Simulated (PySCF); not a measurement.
# CH7FO2Si2: the cost of one run

Programs: PySCF 2.14.0, with density-fitted response routines of our own. Each step states its level of theory. These are calculated values for one molecule in the gas phase, unless marked as measured. Atoms are numbered from 0 throughout.

## 1. Starting geometry

13 atoms, charge 0, multiplicity 1; geometry from: GFN2-xTB. The atoms were then displaced at random by about 0.01 Å, so the start is not that level's minimum.

Bonds of the start (Å): C0–Si1 1.89, Si1–O2 1.61, Si1–O3 1.67, O3–Si4 1.57, Si4–F5 1.62, C0–H6 1.10, C0–H7 1.09, C0–H8 1.06, Si1–H9 1.45, O2–H10 0.97, Si4–H11 1.43, Si4–H12 1.44.

## 2. Optimising the geometry at PBE0-D3(BJ)/def2-SVP

The job: settings as JSON, then the geometry in Å.

```
{"job": {"xc": "PBE0", "basis": "def2-SVP", "d3": "d3bj", "grid": 1, "shake": 0.01, "kind": "geom"}, "charge": 0, "multiplicity": 1}
C     -2.036580    -0.460620     0.045950
Si    -0.641100     0.806760     0.155980
O     -0.189980     1.076480     1.680340
O      0.648760     0.200870    -0.714330
Si     2.086890    -0.419140    -0.825180
F      2.531190    -0.827770     0.676980
H     -2.898440    -0.100800     0.626090
H     -2.376670    -0.557530    -0.987660
H     -1.768360    -1.408820     0.434810
H     -0.897290     2.120650    -0.403870
H      0.527060     0.568010     2.091690
H      2.023090    -1.644180    -1.566030
H      2.997260     0.629190    -1.225090
```

Started as:

```sh
OMP_NUM_THREADS=1 python probes_run.py task.json out
```

One launch serves the whole session: the jobs run in the order shown.

Q: Estimate the wall time and peak memory of this first job on 1 thread of Arm Neoverse V1, shared host.

About 2.2 min, with a peak of 0.53 GiB.
